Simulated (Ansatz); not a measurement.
# HF/3-21G run of GeN2H4F2 (SMILES [NH2][Ge]([NH2])([F])[F])

Aim: the electronic atomisation energy of GeN2H4F2 at HF/3-21G, from 5 runs. 

The results are computed with Ansatz 0.2.0.

47 further runs of the same task are left out: 47 set aside as unsound or not needed. Runs told in other sessions of the task aren't counted.

## (1) The molecule

The species is GeN2H4F2 (9 atoms), meant as a singlet with charge 0. SMILES: `[NH2][Ge]([NH2])([F])[F]`. The coordinates come from a PBE0-D4/def2-TZVP relaxation. This is one conformer, not always the lowest.

Bond lengths: N1–Ge2 1.794 Å, Ge2–N3 1.794 Å, Ge2–F4 1.728 Å, Ge2–F5 1.728 Å, N1–H6 1.009 Å, N1–H7 1.009 Å, N3–H8 1.009 Å, N3–H9 1.009 Å. Some angles: N1–Ge2–N3 111.5°, N1–Ge2–F4 116.3°, N1–Ge2–F5 105.0°, N3–Ge2–F4 105.0°, N3–Ge2–F5 116.3°, F4–Ge2–F5 102.8°, Ge2–N1–H6 115.9°, Ge2–N1–H7 115.5°, Ge2–N3–H8 115.5°, Ge2–N3–H9 115.8°.

## (2) The energy at HF/3-21G

Input file input.yaml:

```yaml
crystal:
  periodic: [false, false, false]
  atoms:
    - {symbol: N, position_ang: [-0.357200, 1.470600, -0.432900]}
    - {symbol: Ge, position_ang: [0.131100, -0.254300, -0.371100]}
    - {symbol: N, position_ang: [0.088800, -0.889600, 1.305800]}
    - {symbol: F, position_ang: [-0.830100, -1.356500, -1.291000]}
    - {symbol: F, position_ang: [1.658800, -0.315400, -1.175700]}
    - {symbol: H, position_ang: [-1.289100, 1.676100, -0.105200]}
    - {symbol: H, position_ang: [-0.173100, 1.942600, -1.305600]}
    - {symbol: H, position_ang: [0.163500, -1.892200, 1.392000]}
    - {symbol: H, position_ang: [0.695700, -0.427900, 1.966600]}
basis:
  gaussian: {orbitals: 3-21G-spherical.json}
hamiltonian: {xc: hf}
accuracy: high
output: {orbitals: {seedname: orbitals}}
```

The basis set 3-21G is read from a file made from the Basis Set Exchange's data (not shown).

Command:

```bash
ansatz run input.yaml --threads 1 --pin off --max-ram 2610MiB --events-out events.jsonl --progress --plain --runs-dir runs
```

Output:

```text
Warning: RAYON_NUM_THREADS=1 ignored (pool sized by the plan → 1); use --threads N
Functional definition: HF
  name "HF"
  exchange = exact_x
  correlation = 0
1401 factors; integrals over basis functions are off by at most 1.6e-8 eV
mean field evaluation 1: about -64594.5862 eV, gradient 4.4e1 eV
mean field evaluation 2: about -64594.8309 eV, gradient 4.5e1 eV
mean field evaluation 4: about -64598.3619 eV, gradient 1.9e0 eV
mean field evaluation 8: about -64598.3987 eV, gradient 2.2e-1 eV
mean field evaluation 16: about -64598.3989 eV, gradient 1.5e-8 eV
mean field -64598.39894784 eV, -2373.9473749657 hartree, gradient 4.6e-8 eV, S^2 0.000000; 0 other end points of the search recorded, 0 dependent functions left out
reference -64598.39894784 eV, -2373.9473749657 hartree; 34, 34 occupied and 32, 32 virtual orbitals, 1401 factors
Total energy: -64598.39894784 eV, -2373.9473749657 hartree
```

It took 1.4 s on 1 thread of Arm Neoverse V1, shared host; peak memory 0.17 GiB.

## (3) The F atom

Input file run.yaml:

```yaml
crystal:
  periodic: [false, false, false]
  atoms:
    - {symbol: F, position_ang: [0.000000, 0.000000, 0.000000]}
basis:
  gaussian:
    orbitals: 3-21G.json
magnetization:
  spin_polarized: true
  initial_magnetization: 1
hamiltonian:
  xc: hf
accuracy: high
```

The basis set 3-21G is read from a file made from the Basis Set Exchange's data (not shown).

Run the same way, it converges to -98.84501 Eh (log not shown).

## (4) The Ge atom, same level

Input file in.yaml:

```yaml
crystal:
  periodic: [false, false, false]
  atoms:
    - {symbol: Ge, position_ang: [0.000000, 0.000000, 0.000000]}
basis:
  gaussian: {orbitals: 3-21G-spherical.json}
magnetization: {spin_polarized: true, initial_magnetization: 2}
hamiltonian: {xc: hf}
accuracy: high
```

The basis set 3-21G is read from a file made from the Basis Set Exchange's data (not shown).

Run the same way, it converges to -2065.29167 Eh (log not shown).

## (5) The H atom, same level

Input file input.yaml:

```yaml
basis:
  gaussian:
    orbitals: 3-21G.json
crystal:
  periodic: [false, false, false]
  atoms:
    - {symbol: H, position_ang: [0.000000, 0.000000, 0.000000]}
total_charge: 0
magnetization:
  spin_polarized: true
  initial_magnetization: 1
hamiltonian:
  xc: hf
accuracy: high
```

The basis set 3-21G is read from a file made from the Basis Set Exchange's data (not shown).

Run the same way, it converges to -0.49620 Eh (log not shown).

## (6) The N atom

Input file in.yaml:

```yaml
crystal:
  periodic: [false, false, false]
  atoms:
    - {symbol: "N", position_ang: [0.000000, 0.000000, 0.000000]}
basis:
  gaussian: {orbitals: 3-21G.json}
magnetization: {spin_polarized: true, initial_magnetization: 3}
hamiltonian: {xc: hf}
accuracy: high
```

The basis set 3-21G is read from a file made from the Basis Set Exchange's data (not shown).

Run the same way, it converges to -54.10539 Eh (log not shown).

## (7) Summary of results

At HF/3-21G:

| quantity | value |
| --- | --- |
| molecule: total energy | -2373.94737 Eh |
| molecule: HOMO energy | -11.63 eV |
| molecule: LUMO energy | 4.78 eV |
| molecule: HOMO–LUMO gap | 16.41 eV |
| F atom: total energy | -98.84501 Eh |
| F atom: ⟨S²⟩ | 0.750 |
| Ge atom: total energy | -2065.29167 Eh |
| Ge atom: ⟨S²⟩ | 2.000 |
| H atom: total energy | -0.49620 Eh |
| H atom: ⟨S²⟩ | 0.750 |
| N atom: total energy | -54.10539 Eh |
| N atom: ⟨S²⟩ | 3.752 |
| electronic atomisation energy | 20.956 eV |

What this shows: Taking the molecule apart into free atoms costs 20.96 eV (483 kcal/mol), before zero-point energy and without spin-orbit coupling. Hartree–Fock lacks the correlation of the bonding pairs, which as a rule makes this value much too low; in minimal bases other errors can mask that. The basis has no polarisation functions, which makes bonds too weak.
